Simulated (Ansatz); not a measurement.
# Ir: the cost of one run

Method: DFT r2SCAN, scalar-relativistic, plane waves, PAW, in Ansatz 0.2.0.

This is Ir in the hcp structure; at room conditions it is fcc.

3 further runs of the same task are left out: 1 that didn't finish, 2 set aside as unsound or not needed.

## Step 1: Starting point

The structure is hexagonal, space group P6_3/mmc (No. 194). Conventional cell: a = 2.729 Å, b = 2.729 Å, c = 4.422 Å, α = 90.00°, β = 90.00°, γ = 120.00°. Ir (site symmetry -6m2) is surrounded by 12 Ir at 2.71 to 2.73 Å.

Structure file:

```
CELL_PARAMETERS angstrom
2.72927 0.00000 0.00000
-1.36463 2.36361 0.00000
0.00000 0.00000 4.42174
ATOMIC_POSITIONS crystal
Ir 0.66667 0.33333 0.75000
Ir 0.33333 0.66667 0.25000
```

It goes back to an entry of the Materials Project, which need not be the stable form.

It is the result of an earlier relaxation at this level (volume 14.26 Å³/atom; gap on the mesh: none (metal)).

## Step 2: The reference: the undisturbed cell on the scan's mesh

input.yaml reads:

```yaml
crystal:
  lattice:
    - [2.7292665793, 0.0, 0.0]
    - [-1.3646332897, 2.3636141914, 0.0]
    - [0.0, 0.0, 4.4217407521]
  atoms:
    - { symbol: Ir, position: [0.6666666667, 0.3333333333, 0.75] }
    - { symbol: Ir, position: [0.3333333333, 0.6666666667, 0.25] }
basis:
  ecutwfc: 500
kpoints:
  mp_grid: { grid: [30, 30, 16] }
hamiltonian:
  xc: r2scan
scf:
  occupations: { method: gaussian, width: 0.15 }
output:
  forces: true
  stress: true
  eigenvalues: true
```

Run with:

```bash
ansatz run input.yaml --threads 1 --pin off --max-ram 2560MiB --backend cpu --events-out ev --progress --plain --runs-dir out
```

Q: Estimate wall time and peak memory on 1 thread of Intel Xeon at 2.50GHz (Skylake/Cascade Lake), shared host.

About 73 s, with a peak of 0.78 GiB.
